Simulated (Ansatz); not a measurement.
# EuAl2Ge2: the cost of one run

Program: the Python package of Ansatz 0.2.0. Level of theory: DFT LDA, plane waves, PAW. These are calculated values, not measurements.

### 1 The structure

It takes space group P-3m1 (No. 164, trigonal). Conventional cell: a = 4.214 Å, b = 4.214 Å, c = 7.320 Å, α = 90.00°, β = 90.00°, γ = 120.00°. Eu (site symmetry -3m) is surrounded by 6 Ge at 3.13 Å and 6 Al at 3.60 Å. Around Al (site symmetry 3m) lie 4 Ge at 2.53 to 2.71 Å. Around Ge (site symmetry 3m) lie 4 Al at 2.53 to 2.71 Å.

The script holds or builds the structure itself.

### 2 The code

run_vcrelax.py

```python
"""Relax cell and ions of EuAl2Ge2."""

import warnings

import ansatz as az
from ase import Atoms
from ase.neighborlist import neighbor_list
import numpy as np
from pymatgen.core import Structure
from scipy.ndimage import map_coordinates

def edges_and_angles(cell):
    cell = np.asarray(cell)
    a, b, c = np.linalg.norm(cell, axis=1)
    cosines = cell[1] @ cell[2] / (b * c), cell[0] @ cell[2] / (a * c), cell[0] @ cell[1] / (a * b)
    return (a, b, c, *np.degrees(np.arccos(cosines)))

warnings.simplefilter("ignore", az.DeckWarning)

lattice = az.Lattice.of(
    [4.214, 0.0, 0.0],
    [-2.107, 3.64943, 0.0],
    [0.0, 0.0, 7.32],
)
sites = [
    ("Eu", [0.0, 0.0, 0.0]),
    ("Al", [1 / 3, 2 / 3, 0.6383]),
    ("Al", [2 / 3, 1 / 3, 0.3617]),
    ("Ge", [1 / 3, 2 / 3, 0.2684]),
    ("Ge", [2 / 3, 1 / 3, 0.7316]),
]
cell = az.Crystal(lattice=lattice)
for symbol, position in sites:
    cell = cell.atom(symbol, position)
cell = cell.moments(Eu=4.9)

# a pressure is positive in compression
calculation = (
    cell.calculation()
    .functional("lda")
    .basis(19 * az.Ha)
    .kpoints(7, 7, 4)  # the mesh must be finer for metals
    .occupations("fermi_dirac", width=0.1)  # the run then minimises F = E - TS
    .spin(az.SpinTreatment.COLLINEAR)  # two spin channels
    .relax(force_tolerance=0.02, pressure=10 * az.kbar, stress_tolerance=0.05)  # relax until the tolerances are met
    .density()  # keep the density on its grid
)
steps = []


def collect(event):
    if event["event"] == "relax_step":
        steps.append(event["data"])


out = calculation.session().plan().execute(on_event=collect)
report = out.report
for s in steps:
    flag = "" if s["accepted"] else "  (rejected)"
    print("step %2d  E = %.5f eV  largest force component = %.4f eV/A%s" % (s["step"], s["lagrangian_ev"], s["allowed_force_max_ev_ang"], flag))

first, last = steps[0], steps[-1]
symbols = [site.symbol for site in out.lattice.sites]
print(f"energy gained {first['lagrangian_ev'] - last['lagrangian_ev']:.4f} eV in {len(steps) - 1} steps")
for label, vectors in (("before", first["cell_ang"]), ("after", out.lattice.cell_ang)):
    print(label, "a b c (A) {:.4f} {:.4f} {:.4f}  angles {:.2f} {:.2f} {:.2f}".format(*edges_and_angles(vectors)), f" V = {abs(np.linalg.det(vectors)):.3f} A^3")
print("final stress xx yy zz (GPa, compression positive):", np.round(np.diag(report["stress_gpa"]), 3) + 0.0)

print("atom   start x y z (A)              end x y z (A)")
for symbol, a, b in zip(symbols, first["positions_ang"], last["positions_ang"]):
    print(f"{symbol:3s}", " ".join(f"{v:8.4f}" for v in a), "  ", " ".join(f"{v:8.4f}" for v in b))

final = Atoms(symbols, positions=last["positions_ang"], cell=out.lattice.cell_ang, pbc=True)
i, j, d = neighbor_list("ijd", final, 4.5)
print("neighbours within 1.15 times the shortest distance of each atom (A)")
for atom in range(len(final)):
    near = [m for m in np.argsort(d) if i[m] == atom]
    shell = [m for m in near if d[m] < 1.15 * d[near[0]]]
    print(f"{symbols[atom]}{atom} ({len(shell)}):", ", ".join(f"{symbols[j[m]]} {d[m]:.3f}" for m in shell))

print(f"free energy      {report['free_energy_ev']:.5f} eV")
print(f"per atom         {report['free_energy_ev'] / len(out.lattice.sites):.5f} eV")
print(f"SCF iterations   {report['n_iterations']}  (converged: {report['converged']})")

final = Structure(out.lattice.cell_ang, [s.symbol for s in out.lattice.sites], [s.position_frac for s in out.lattice.sites])
# the grid holds the pseudo-density, which differs from the true one inside the cores
rho = out.density()
total = sum(channel.density_e_per_ang3 for channel in rho.channels[:2])
grid_cell = np.asarray(rho.fft_grid_basis) @ out.lattice.cell_ang
partner = min(final.get_neighbors(final[0], 5.0), key=lambda n: n.nn_distance)
line = np.linspace(final[0].coords, partner.coords, 13)
points = (line @ np.linalg.inv(grid_cell)) * rho.dims
values = map_coordinates(total, points.T, order=3, mode="grid-wrap")
print(f"from {final[0].specie} to {partner.specie}, {partner.nn_distance:.3f} A")
for t, value in zip(np.linspace(0, partner.nn_distance, 13), values):
    print(f"{t:7.3f} A  {value:9.4f} e/A^3")
```

### 3 The run

On the command line:

```
> python run_vcrelax.py
```

**Question.** How long does this script take on 1 thread of Arm Neoverse V1, shared host, and how much memory does it need?

About 1.7 min, with a peak of 0.68 GiB.
